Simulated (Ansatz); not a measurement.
**FGaH5NOSi: up Jacob's ladder to CCSD(T)**

The task here is to estimate one member of a computed series from the others.

Method: functionals in def2-TZVPP, the program's frozen cores in correlated methods; program: Ansatz 0.2.0, Gaussian basis.

Plan: LDA (SPW92), PBE-D4, revPBE-D4, BLYP-D4, r2SCAN-D4, B97M-V, PBE0-D4, B3LYP-D4, r2SCANh-D4, r2SCAN0-D4, HSE06-D4, BHLYP-D4, CAM-B3LYP-D4, LC-ωPBE, ωB97X-V, ωB97M-V, B2PLYP, PBE-QIDH; CCSD(T)/def2-SVP; CCSD(T)/def2-TZVPP; MP2/def2-QZVPP; extrapolation to the limit; RPA on PBE.

### The relaxed structure

The geometry comes from an earlier relaxation with PBE0-D4 in a triple-zeta def2 set; it is a stationary point, not always the lowest conformer.

SMILES `[NH2][Ga]([F])[O][SiH3]`, 10 atoms, charge 0, spin multiplicity 1.

Atoms are counted from 1 here; the program's logs count them from 0.

Bond lengths: N1–Ga2 1.792 Å, N1–H6 1.005 Å, N1–H7 1.005 Å, Ga2–F3 1.749 Å, Ga2–O4 1.762 Å, O4–Si5 1.636 Å, Si5–H8 1.488 Å, Si5–H9 1.488 Å, Si5–H10 1.485 Å. Angles: Ga2–N1–H6 121.3°, Ga2–N1–H7 121.1°, H6–N1–H7 112.7°, N1–Ga2–F3 120.1°, N1–Ga2–O4 123.4°, F3–Ga2–O4 116.4°, Ga2–O4–Si5 138.0°, O4–Si5–H8 111.1°, O4–Si5–H9 111.1°, O4–Si5–H10 108.0°, H8–Si5–H9 108.5°, H8–Si5–H10 109.0°, H9–Si5–H10 109.0°.

The first run:

File in.yaml:

```yaml
crystal:
  periodic: [false, false, false]
  atoms:
    - {symbol: N, position_ang: [-0.091310, 0.513849, 2.571934]}
    - {symbol: Ga, position_ang: [-0.306573, -0.278159, 0.979404]}
    - {symbol: F, position_ang: [-1.077296, -1.844485, 0.874680]}
    - {symbol: O, position_ang: [0.301068, 0.397591, -0.530123]}
    - {symbol: Si, position_ang: [0.373147, -0.025424, -2.108774]}
    - {symbol: H, position_ang: [0.184037, 1.478219, 2.642679]}
    - {symbol: H, position_ang: [-0.589749, 0.192085, 3.383624]}
    - {symbol: H, position_ang: [-0.989523, -0.222622, -2.673538]}
    - {symbol: H, position_ang: [1.147371, -1.282918, -2.292176]}
    - {symbol: H, position_ang: [1.048819, 1.071875, -2.847718]}
basis:
  gaussian: {orbitals: def2-TZVPP}
hamiltonian: {xc: lda}
output: {orbitals: {seedname: orbitals}}
```

Launch:

```
$ ansatz run in.yaml --threads 2 --pin off --events-out ev --progress --plain --max-ram 31744MiB --backend cpu
```

Among the steps run: LDA; PBE-D4 (GGA); revPBE-D4 (GGA); BLYP-D4 (GGA); r2SCAN-D4 (meta-GGA); B97M-V (meta-GGA); PBE0-D4 (hybrid); B3LYP-D4 (hybrid); r2SCANh-D4 (hybrid); r2SCAN0-D4 (hybrid); HSE06-D4 (hybrid); BHLYP-D4 (hybrid); CAM-B3LYP-D4 (range-separated); LC-ωPBE (range-separated); ωB97X-V (range-separated); ωB97M-V (range-separated); B2PLYP (double hybrid); PBE-QIDH (double hybrid).

One of the session's tables, all rows but one given; the rest of the session is left out.

It belongs to the step «Orbital energies across the functionals». 

| functional | HOMO (eV) | gap (eV) |
| --- | --- | --- |
| LDA (SPW92) | -6.83 | 4.61 |
| PBE-D4 | ? | ? |
| revPBE-D4 | -6.55 | 4.75 |
| BLYP-D4 | -6.51 | 4.58 |
| r2SCAN-D4 | -6.94 | 5.36 |
| B97M-V | -7.01 | 5.14 |
| PBE0-D4 | -8.07 | 7.07 |
| B3LYP-D4 | -7.83 | 6.48 |
| r2SCANh-D4 | -7.48 | 6.23 |
| r2SCAN0-D4 | -8.29 | 7.52 |
| HSE06-D4 | -7.66 | 6.29 |
| BHLYP-D4 | -9.43 | 9.24 |
| CAM-B3LYP-D4 | -9.53 | 9.44 |
| LC-ωPBE | -10.95 | 12.24 |
| ωB97X-V | -10.55 | 11.60 |
| ωB97M-V | -10.46 | 11.22 |

Q: Estimate the row for PBE-D4 from the others.

As computed: HOMO (eV): -6.62; gap (eV): 4.68. In the column «HOMO (eV)» it lies between LDA (SPW92) (-6.83) and revPBE-D4 (-6.55).
